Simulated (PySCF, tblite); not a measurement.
# C₅H₁₁BrGeO: geometry, infrared bands and NMR shifts

Wanted: the infrared bands and NMR shifts of C₅H₁₁BrGeO (`C=C(CBr)[CH2][GeH2][O]C`), by calculation.

The runs use tblite 0.8.0 and PySCF 2.14.0, with density-fitted response routines of our own; the level of theory stands in each step. All values are computed, except where a source is named. Atoms are numbered from 0 throughout.

## 1. Starting geometry

19 atoms, charge 0, multiplicity 1; geometry from: force field or distance geometry start.

Bonds of the start (Å): C0–C1 1.33, C1–C2 1.47, C2–Br3 1.95, C1–C4 1.51, C4–Ge5 1.95, Ge5–O6 1.77, O6–C7 1.38, C0–H8 1.07, C0–H9 1.10, C2–H10 1.12, C2–H11 1.11, C4–H12 1.12, C4–H13 1.09, Ge5–H14 1.56, Ge5–H15 1.53, C7–H16 1.11, C7–H17 1.12, C7–H18 1.11.

## 2. Relaxing the molecule with GFN2-xTB

The job: settings as JSON, then the geometry in Å.

```
{"job": {"kind": "relax", "xc": "GFN2-xTB", "basis": "xTB"}, "charge": 0, "multiplicity": 1}
C     -1.935700    -0.180000     1.668700
C     -1.479000    -0.017000     0.434100
C     -2.268300    -0.510600    -0.702800
Br    -2.724700     0.943800    -1.920300
C     -0.137800     0.640400     0.233100
Ge     0.939200    -0.707000    -0.681900
O      2.659900    -0.631700    -0.263000
C      3.169900     0.633800    -0.036800
H     -1.440300     0.133300     2.564600
H     -2.915600    -0.661800     1.778600
H     -3.217400    -0.947800    -0.312500
H     -1.749700    -1.298800    -1.278500
H     -0.341600     1.501000    -0.450600
H      0.359500     0.932600     1.155900
H      0.381700    -2.080000    -0.186900
H      0.657900    -0.637100    -2.186100
H      3.166800     1.265100    -0.945600
H      2.648400     1.150100     0.811900
H      4.217200     0.480900     0.310600
```

Launch:

```console
$ OMP_NUM_THREADS=1 python probes_run.py task.json out
```

The driver reads the jobs from task.json and runs them one after another.

The program printed:

```text
step      E/eV     max force
  0    -717.04784    1.760
  1    -717.19120    0.805
  2    -717.23939    0.601
  3    -717.28122    0.570
  4    -717.30750    0.514
  5    -717.33115    0.395
  6    -717.34928    0.359
  7    -717.36959    0.355
  8    -717.38793    0.363
  9    -717.40304    0.317
 10    -717.41322    0.216
 11    -717.42006    0.200
 12    -717.42610    0.235
 13    -717.43193    0.212
 14    -717.43610    0.141
 15    -717.43921    0.128
 16    -717.44241    0.170
 17    -717.44609    0.214
 18    -717.45030    0.192
 19    -717.45474    0.175
 20    -717.45910    0.190
 21    -717.46319    0.163
 22    -717.46676    0.154
 23    -717.46982    0.147
 24    -717.47256    0.141
 25    -717.47498    0.132
 26    -717.47702    0.099
 27    -717.47867    0.096
 28    -717.48001    0.083
 29    -717.48120    0.077
 30    -717.48220    0.066
 31    -717.48296    0.067
 32    -717.48366    0.056
 33    -717.48445    0.082
 34    -717.48520    0.076
 35    -717.48573    0.063
 36    -717.48608    0.055
 37    -717.48639    0.040
 38    -717.48671    0.052
 39    -717.48696    0.040
 40    -717.48712    0.029
 41    -717.48724    0.029
 42    -717.48740    0.037
 43    -717.48761    0.040
 44    -717.48784    0.035
 45    -717.48804    0.030
 46    -717.48823    0.035
 47    -717.48848    0.040
 48    -717.48884    0.056
 49    -717.48934    0.074
 50    -717.48992    0.080
 51    -717.49056    0.069
 52    -717.49124    0.082
 53    -717.49196    0.090
 54    -717.49262    0.079
 55    -717.49309    0.052
 56    -717.49341    0.040
 57    -717.49367    0.039
 58    -717.49392    0.060
 59    -717.49417    0.069
 60    -717.49445    0.050
 61    -717.49474    0.047
 62    -717.49495    0.035
 63    -717.49516    0.050
 64    -717.49545    0.050
 65    -717.49572    0.036
 66    -717.49595    0.036
 67    -717.49616    0.034
 68    -717.49639    0.039
 69    -717.49660    0.032
 70    -717.49675    0.025
 71    -717.49687    0.026
 72    -717.49699    0.029
 73    -717.49713    0.035
 74    -717.49728    0.030
 75    -717.49742    0.031
 76    -717.49755    0.027
 77    -717.49772    0.037
 78    -717.49788    0.034
 79    -717.49799    0.025
 80    -717.49808    0.025
 81    -717.49818    0.026
 82    -717.49832    0.033
 83    -717.49846    0.028
 84    -717.49856    0.019
 85    -717.49862    0.018
 86    -717.49867    0.019
 87    -717.49873    0.020
 88    -717.49877    0.017
 89    -717.49880    0.012
 90    -717.49883    0.013
 91    -717.49887    0.019
 92    -717.49891    0.017
 93    -717.49894    0.016
 94    -717.49897    0.016
 95    -717.49900    0.015
 96    -717.49904    0.017
 97    -717.49907    0.012
 98    -717.49910    0.011
 99    -717.49912    0.011
100    -717.49914    0.015
101    -717.49917    0.016
102    -717.49919    0.010
```

Run time: 1.6 s. Hardware: 1 thread of Arm Neoverse N1, shared host.

Step by step: (not every step is listed)

| step | energy from step 0 (eV) | largest force (eV/Å) |
| --- | --- | --- |
| 0 | 0.0000 | 1.7598 |
| 1 | -0.1434 | 0.8054 |
| 2 | -0.1916 | 0.6006 |
| 3 | -0.2334 | 0.5701 |
| 4 | -0.2597 | 0.5138 |
| 5 | -0.2833 | 0.3950 |
| 6 | -0.3014 | 0.3593 |
| 7 | -0.3218 | 0.3551 |
| 8 | -0.3401 | 0.3634 |
| 16 | -0.3946 | 0.1698 |
| 24 | -0.4247 | 0.1410 |
| 32 | -0.4358 | 0.0562 |
| 40 | -0.4393 | 0.0287 |
| 48 | -0.4410 | 0.0564 |
| 56 | -0.4456 | 0.0400 |
| 64 | -0.4476 | 0.0497 |
| 72 | -0.4492 | 0.0291 |
| 80 | -0.4502 | 0.0251 |
| 88 | -0.4509 | 0.0168 |
| 96 | -0.4512 | 0.0174 |
| 97 | -0.4512 | 0.0121 |
| 98 | -0.4513 | 0.0109 |
| 99 | -0.4513 | 0.0114 |
| 100 | -0.4513 | 0.0147 |
| 101 | -0.4513 | 0.0158 |
| 102 | -0.4514 | 0.0099 |

Close pairs (by a distance rule), those that changed most:

| bond | before (Å) | after (Å) | change (Å) |
| --- | --- | --- | --- |
| Ge5–H14 | 1.562 | 1.501 | -0.061 |
| C4–Ge5 | 1.953 | 2.006 | +0.054 |
| C7–H17 | 1.122 | 1.093 | -0.029 |
| C2–H10 | 1.115 | 1.088 | -0.027 |
| O6–C7 | 1.383 | 1.410 | +0.027 |
| C4–H12 | 1.118 | 1.094 | -0.024 |
| C7–H18 | 1.114 | 1.091 | -0.023 |
| C1–C2 | 1.469 | 1.491 | +0.022 |

The final coordinates are the input of the step that follows.

## 3. Harmonic vibrations with GFN2-xTB

The job: settings as JSON, then the geometry in Å.

```
{"job": {"kind": "ir", "xc": "GFN2-xTB", "basis": "xTB"}, "charge": 0, "multiplicity": 1}
C     -2.169957    -0.236060     1.735624
C     -1.651278    -0.060514     0.527728
C     -2.402814    -0.473088    -0.692180
Br    -2.772743     1.056269    -1.864843
C     -0.300805     0.527063     0.301853
Ge     0.960373    -0.725973    -0.628014
O      2.603489    -0.495424    -0.059801
C      3.386157     0.673779    -0.150529
H     -1.628836     0.034355     2.625640
H     -3.147897    -0.662507     1.882578
H     -3.371093    -0.908058    -0.451360
H     -1.816801    -1.165467    -1.300677
H     -0.387062     1.430778    -0.308724
H      0.142403     0.813589     1.257004
H      0.794639    -2.167638    -0.244514
H      0.925605    -0.558114    -2.138815
H      3.543207     0.971867    -1.189830
H      2.931155     1.508374     0.389455
H      4.352453     0.446019     0.301943
```

The program printed:

```text
mode    cm-1     km/mol
  1       9.2      2.22
  2      24.6      1.70
  3      55.2      2.18
  4      82.8      0.63
  5     102.6      0.64
  6     134.6      8.13
  7     144.8      4.66
  8     176.6      0.86
  9     229.0     10.08
 10     359.9     11.16
 11     370.7      1.47
 12     427.1     58.24
 13     481.6     12.94
 14     488.2    120.63
 15     554.0     22.99
 16     630.5     28.94
 17     645.1     46.36
 18     693.7    226.81
 19     726.9     13.42
 20     782.0     94.69
 21     789.9    180.99
 22     869.5     16.40
 23     887.4     13.66
 24     901.4     15.21
 25     970.7      5.89
 26    1062.2    136.64
 27    1099.0      3.50
 28    1127.3      7.11
 29    1131.5      1.52
 30    1142.1      5.65
 31    1187.7     41.32
 32    1222.9     44.93
 33    1271.3     21.64
 34    1405.3      2.85
 35    1415.9      0.37
 36    1425.7      9.01
 37    1440.2      4.97
 38    1484.1      4.08
 39    1485.3      3.14
 40    1701.9     22.74
 41    1839.7    319.99
 42    2002.3    371.92
 43    2928.5     30.69
 44    2932.9     42.22
 45    2947.2     37.47
 46    2948.8     16.68
 47    2970.9     22.26
 48    2981.8     35.21
 49    3007.3      7.83
 50    3106.7     10.30
 51    3135.4     29.80
```

It took 1.5 s on 1 thread of Arm Neoverse N1, shared host.

Which atoms move in the most intense modes:

| cm⁻¹ | km/mol | atoms |
| --- | --- | --- |
| 427 | 58.2 | H15 36 %, H14 36 % |
| 488 | 120.6 | O6 44 %, Ge5 19 % |
| 694 | 226.8 | H14 54 %, H15 30 % |
| 782 | 94.7 | C4 24 %, H12 23 %, H13 20 %, H14 14 % |
| 790 | 181.0 | H15 48 %, H14 39 % |
| 1062 | 136.6 | O6 51 %, C7 45 % |
| 1840 | 320.0 | H15 94 % |
| 2002 | 371.9 | H14 94 % |

## 4. NMR shieldings: PBE0/pcSseg-1

Settings changed since step 3:

```diff
@@ -1,2 +1,2 @@
-{"job": {"kind": "ir", "xc": "GFN2-xTB", "basis": "xTB"}, "charge": 0, "multiplicity": 1}
+{"job": {"kind": "nmr", "xc": "PBE0", "basis": "pcSseg-1"}, "charge": 0, "multiplicity": 1}
 C     -2.169957    -0.236060     1.735624
```

Method: GIAO PBE0/pcSseg-1 NMR shielding, non-relativistic, gas phase.

The program printed:

```text
coarse grid: 73024 points
cycle   1  E = -4921.9506688826  dE = -1.079e+00  |g| = 1.307e+00  |ddm| = 4.055e+00
cycle   2  E = -4921.7071297703  dE =  2.435e-01  |g| = 1.610e+00  |ddm| = 1.846e+00
cycle   3  E = -4922.0806904890  dE = -3.736e-01  |g| = 3.852e-01  |ddm| = 1.486e+00
cycle   4  E = -4922.1055877991  dE = -2.490e-02  |g| = 1.082e-01  |ddm| = 3.086e-01
cycle   5  E = -4922.1071867131  dE = -1.599e-03  |g| = 2.770e-02  |ddm| = 1.030e-01
cycle   6  E = -4922.1073284660  dE = -1.418e-04  |g| = 1.101e-02  |ddm| = 3.193e-02
cycle   7  E = -4922.1073568680  dE = -2.840e-05  |g| = 2.381e-03  |ddm| = 1.100e-02
cycle   8  E = -4922.1073580600  dE = -1.192e-06  |g| = 4.807e-04  |ddm| = 2.446e-03
final grid: 152456 points
cycle   9  E = -4922.1073657487  dE = -2.671e-08  |g| = 5.452e-04  |ddm| = 2.075e-03
cycle  10  E = -4922.1073656994  dE =  4.929e-08  |g| = 7.040e-04  |ddm| = 1.097e-03
cycle  11  E = -4922.1073658117  dE = -1.123e-07  |g| = 1.155e-04  |ddm| = 6.393e-04
cycle  12  E = -4922.1073658146  dE = -2.908e-09  |g| = 1.136e-05  |ddm| = 1.002e-04
cycle  13  E = -4922.1073658147  dE = -2.274e-11  |g| = 4.275e-06  |ddm| = 1.503e-05
converged SCF energy = -4922.1073658147

GIAO shielding tensors (ppm)
atom      isotropic    diamagn.    paramagn.     s11        s22        s33       span
  0 C       66.654     250.517    -183.863    -31.949     90.066    141.843    173.792
  1 C       34.674     260.350    -225.676    -86.881     35.409    155.494    242.375
  2 C      135.812     244.574    -108.762    107.707    145.736    153.994     46.287
  3 Br    2268.640    3122.288    -853.649   1753.285   2031.800   3020.834   1267.549
  4 C      159.994     252.039     -92.045    135.059    160.169    184.754     49.695
  5 Ge    1338.301    2757.320   -1419.019   1214.478   1297.438   1502.986    288.508
  6 O      338.472     401.547     -63.074    268.365    359.528    387.524    119.160
  7 C      129.720     242.329    -112.609    100.994    103.255    184.910     83.916
  8 H       26.488      31.589      -5.101     23.238     24.633     31.593      8.355
  9 H       26.400      29.686      -3.286     22.855     24.899     31.447      8.592
 10 H       27.650      29.095      -1.445     20.927     27.228     34.797     13.870
 11 H       28.090      28.904      -0.814     23.734     26.817     33.720      9.987
 12 H       28.456      31.114      -2.658     23.621     29.399     32.347      8.726
 13 H       29.615      34.200      -4.585     24.331     29.678     34.835     10.504
 14 H       26.997      30.303      -3.306     19.545     23.875     37.571     18.026
 15 H       26.205      29.720      -3.514     18.770     23.748     36.098     17.327
 16 H       28.096      28.332      -0.235     24.028     25.343     34.918     10.890
 17 H       28.069      30.364      -2.295     23.213     26.482     34.513     11.300
 18 H       27.624      27.113       0.512     23.111     24.894     34.868     11.757
```

Wall time 2 min (1 thread of Arm Neoverse N1, shared host); peak memory 1.1 GiB.

The references, computed at this level on geometries of the same kind, shield at (ppm): ¹H TMS 31.72, ¹³C TMS 186.9, ¹⁷O H2O 336.1, ⁷³Ge GeMe4 1331, ⁷⁹Br HBr 2622. Their shielding less the atom's gives the shift. The references are single molecules in the gas phase, so shifts against H2O, NH3, PH3, H3PO4 or CFCl3 are not on the usual liquid scales and can be off by tens of ppm. Atoms listed in one row are averaged.

| atoms | environment | σ (ppm) | δ (ppm) |
| --- | --- | --- | --- |
| C1 | fully substituted alkene carbon | 34.7 | 152.3 |
| C0 | terminal =CH2 carbon | 66.7 | 120.3 |
| C7 | methyl carbon bonded to O | 129.7 | 57.2 |
| C2 | allylic sp3 CH2 bonded to Br | 135.8 | 51.1 |
| C4 | allylic sp3 CH2 bonded to Ge | 160.0 | 26.9 |
| H9 | hydrogen on a terminal =CH2 carbon | 26.40 | 5.32 |
| H8 | hydrogen on a terminal =CH2 carbon | 26.49 | 5.23 |
| H14, H15 | hydrogen on a germanium bonded to C, O | 26.60 | 5.12 |
| H10, H11 | hydrogen on an allylic sp3 CH2 bonded to Br | 27.87 | 3.85 |
| H16, H17, H18 | hydrogen on a methyl carbon bonded to O | 27.93 | 3.79 |
| H12, H13 | hydrogen on an allylic sp3 CH2 bonded to Ge | 29.04 | 2.68 |
| Br3 | bromine bonded to C | 2269 | 353 |
| Ge5 | germanium bonded to C, O, 2 H | 1338 | -7 |
| O6 | oxygen bonded to C, Ge | 338.5 | -2.4 |

Charges from the same density, by scheme (e):

| atoms | Mulliken | IAO | Hirshfeld | ESP fit |
| --- | --- | --- | --- | --- |
| C0 | -0.04 | -0.32 | -0.10 | -0.49 |
| C1 | -0.39 | 0.03 | 0.00 | 0.34 |
| C2 | -0.11 | -0.28 | -0.05 | -0.72 |
| Br3 | -0.18 | -0.08 | -0.05 | -0.06 |
| C4 | -0.37 | -0.52 | -0.16 | -0.51 |
| Ge5 | 0.67 | 0.85 | 0.41 | 0.64 |
| O6 | -0.73 | -0.61 | -0.25 | -0.44 |
| C7 | 0.00 | -0.20 | -0.05 | -0.09 |

Mayer bond orders: C0–C1 1.97, C1–C2 1.02, C2–Br3 0.99, C1–C4 1.02, C4–Ge5 0.89, Ge5–O6 0.84, O6–C7 0.91.

## 5. Outcome

| quantity | value |
| --- | --- |
| strongest single infrared mode (GFN2-xTB) | 2002 cm⁻¹, 372 km/mol |
| zero-point energy (GFN2-xTB) | 88.5 kcal/mol |
| ¹³C shifts against TMS (PBE0/pcSseg-1) | 152.3, 120.3, 57.2, 51.1, 26.9 ppm |
| ¹H shifts against TMS (PBE0/pcSseg-1, means over atoms taken as alike) | 5.32, 5.23, 5.12, 3.85, 3.79, 2.68 ppm |
| ⁷⁹Br shifts against HBr (PBE0/pcSseg-1) | 353 ppm |
| ⁷³Ge shifts against GeMe4 (PBE0/pcSseg-1) | -7 ppm |
| ¹⁷O shifts against H2O (PBE0/pcSseg-1) | -2.4 ppm |

Relaxing lowered the energy by 0.451 eV in 102 steps; the close pair that moved most is Ge5–H14, from 1.562 to 1.501 Å. No mode is imaginary among the 51: a minimum at this level. The strongest single mode, at 2002 cm⁻¹, moves mainly H14. Unscaled tight-binding wavenumbers are off by several per cent, some by more. Its intensities can rank the bands wrongly. C2 stands next to heavy halogen, whose spin-orbit shielding this run leaves out, so the computed shift lies too far downfield, most of all for carbon beside Br or I. The most deshielded carbon is C1 (fully substituted alkene carbon), at 152.3 ppm: an sp2 carbon of a C=C bond. At PBE0/pcSseg-1: The widest tensor belongs to Br3: span 1268 ppm, with a paramagnetic part of -854 ppm. Spin-orbit coupling is left out, which matters for shieldings and couplings at and beside the heavy atoms.
